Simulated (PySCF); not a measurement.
# C4H5N3 (3-methyl-1,2,4-triazine): the cost of one run

Programs: PySCF 2.14.0, with routines of our own; each step states its level. All values are computed. Atoms count from 0.

### Step 1. The starting structure

12 atoms, charge 0, multiplicity 1; geometry from: GFN2-xTB.

### Step 2. Magnetic properties: GIAO CAM-B3LYP/pcSseg-1

Job settings and geometry (Å):

```
{"job": {"kind": "mag", "xc": "CAM-B3LYP", "basis": "pcSseg-1", "isotopologues": 2}, "charge": 0, "multiplicity": 1}
C     -1.984551    -0.202930    -0.515671
C     -0.571713     0.048539    -0.126229
N      0.292023    -0.969653    -0.214997
C      1.532176    -0.711544     0.143220
C      1.883627     0.565800     0.584445
N      0.973545     1.520299     0.648217
N     -0.250621     1.263944     0.292978
H     -2.497135    -0.703514     0.304700
H     -2.019046    -0.857943    -1.381905
H     -2.484482     0.738417    -0.720827
H      2.242492    -1.525544     0.074357
H      2.884881     0.833444     0.885684
```

Level: GIAO CAM-B3LYP/pcSseg-1 magnetisability, rotational g tensor and spin-rotation constants, non-relativistic, gas phase.

The run is started by

```sh
> OMP_NUM_THREADS=1 python excited_run.py task.json out
```

One launch serves the whole session: the jobs run in the order shown.

Q: Estimate the wall time and peak memory of this first job on 1 thread of Arm Neoverse N1, shared host.

About 35 s, with a peak of 0.76 GiB.
